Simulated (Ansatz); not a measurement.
I need a geometry optimisation of ClH7Si3, SMILES [SiH3][SiH]([SiH3])Cl. Use Ansatz 0.2.0 through its Python package. Use: CAM-B3LYP, cc-pVDZ basis, multiplicity 1.

```csv
atom,x (Å),y (Å),z (Å)
Si,-0.9948,1.4490,-0.3785
Si,-0.6239,-0.7572,-0.2489
Si,1.4399,-0.9122,0.6591
Cl,-0.6172,-1.6340,-2.0993
H,-2.3872,1.7428,-0.9878
H,-1.0041,2.1301,0.9598
H,-0.0025,2.1774,-1.2347
H,-1.6000,-1.4288,0.5890
H,2.4872,-0.2122,-0.1346
H,1.4981,-0.2767,2.0411
H,1.8699,-2.3352,0.8552
```

`clh7si3.py`
```python
"""Minimum-energy structure of ClH7Si3."""

import warnings

import ansatz
import numpy as np
import pandas as pd

GEOMETRY = """
Si   -0.99480    1.44900   -0.37850
Si   -0.62390   -0.75720   -0.24890
Si    1.43990   -0.91220    0.65910
Cl   -0.61720   -1.63400   -2.09930
H    -2.38720    1.74280   -0.98780
H    -1.00410    2.13010    0.95980
H    -0.00250    2.17740   -1.23470
H    -1.60000   -1.42880    0.58900
H     2.48720   -0.21220   -0.13460
H     1.49810   -0.27670    2.04110
H     1.86990   -2.33520    0.85520
"""


def main() -> None:
    warnings.simplefilter("ignore", ansatz.DeckWarning)

    mol = ansatz.Crystal.molecule()
    for line in GEOMETRY.strip().splitlines():
        symbol, *xyz = line.split()
        mol = mol.atom(symbol, [float(v) for v in xyz])

    model = mol.calculation()
    model = model.basis(gaussian="cc-pVDZ")
    model = model.functional("cam_b3lyp")
    symbols = [site.symbol for site in mol.cartesian_sites]
    start = np.array([site.position_ang for site in mol.cartesian_sites], dtype=float)
    def progress(event):
        if event["event"] == "relax_step":
            row = event["data"]
            print(f"step {row['step']:3d}  E = {row['lagrangian_ev']:.6f} eV  max force {row['allowed_force_max_ev_ang']:.4f} eV/A")


    summary = model.relax(force_tolerance=0.01).session().plan().execute(on_event=progress).report
    end = np.array(summary["positions_ang"])

    for key in ("converged", "free_energy_ev", "reference_energy_ev", "n_frozen", "n_occupied", "n_virtual"):
        print(f"{key:22s} {summary[key]}")

    print("bond        before    after (A)")
    for i, j in [(0, 1), (0, 4), (0, 5), (0, 6), (1, 2), (1, 3), (1, 7), (2, 8), (2, 9), (2, 10)]:
        d0, d1 = (np.linalg.norm(xyz[i] - xyz[j]) for xyz in (start, end))
        print(f"{symbols[i]}{i}-{symbols[j]}{j}".ljust(10), f"{d0:8.4f} {d1:8.4f}")

    charges = summary["charge_distribution"]
    table = pd.DataFrame({"atom": symbols, "mulliken": charges["mulliken_charges_e"], "lowdin": charges["lowdin_charges_e"]})
    print(table.round(3).to_string())
    print("dipole (e A):", np.round(charges["dipole_moment_e_ang"], 4) + 0.0)


if __name__ == "__main__":
    main()
```

```console
$ python clh7si3.py
step   1  E = -36270.614708 eV  max force 2.0081 eV/A
step   2  E = -36270.858915 eV  max force 0.3157 eV/A
step   3  E = -36270.901413 eV  max force 0.0911 eV/A
step   4  E = -36270.904534 eV  max force 0.0285 eV/A
step   5  E = -36270.907262 eV  max force 0.0416 eV/A
step   6  E = -36270.910950 eV  max force 0.0221 eV/A
step   7  E = -36270.907623 eV  max force 0.1638 eV/A
step   8  E = -36270.911491 eV  max force 0.0021 eV/A
step   9  E = -36270.911574 eV  max force 0.0069 eV/A
converged              True
free_energy_ev         -36270.91173340142
reference_energy_ev    -36270.91173340142
n_frozen               0
n_occupied             [33, 33]
n_virtual              [74, 74]
bond        before    after (A)
Si0-Si1      2.2409   2.3495
Si0-H4       1.5480   1.4923
Si0-H5       1.5017   1.4948
Si0-H6       1.4994   1.4923
Si1-Si2      2.2600   2.3495
Si1-Cl3      2.0476   2.1133
Si1-H7       1.4512   1.4939
Si2-H8       1.4889   1.4923
Si2-H9       1.5222   1.4948
Si2-H10      1.4994   1.4923
   atom  mulliken  lowdin
0    Si     0.183   0.156
1    Si     0.214  -0.074
2    Si     0.183   0.156
3    Cl    -0.247   0.088
4     H    -0.041  -0.043
5     H    -0.057  -0.049
6     H    -0.047  -0.044
7     H    -0.043  -0.052
8     H    -0.047  -0.044
9     H    -0.057  -0.049
10    H    -0.041  -0.043
dipole (e A): [0.0345 0.1752 0.3075]
```

Total energies depend on the basis set; only differences at equal settings carry meaning. The end point is the stationary point reached from this start; no frequency run checks that it is a minimum, and the basis set is modest. The Löwdin charges here are taken after orthogonalising the functions within each atom; they differ from plain Löwdin charges, and their signs can be unphysical. Timing: 78 s on 1 thread of Arm Neoverse V1 (shared host), peak memory 0.45 GiB.

(Lines on the test bed's own set-up are left out of the output.)
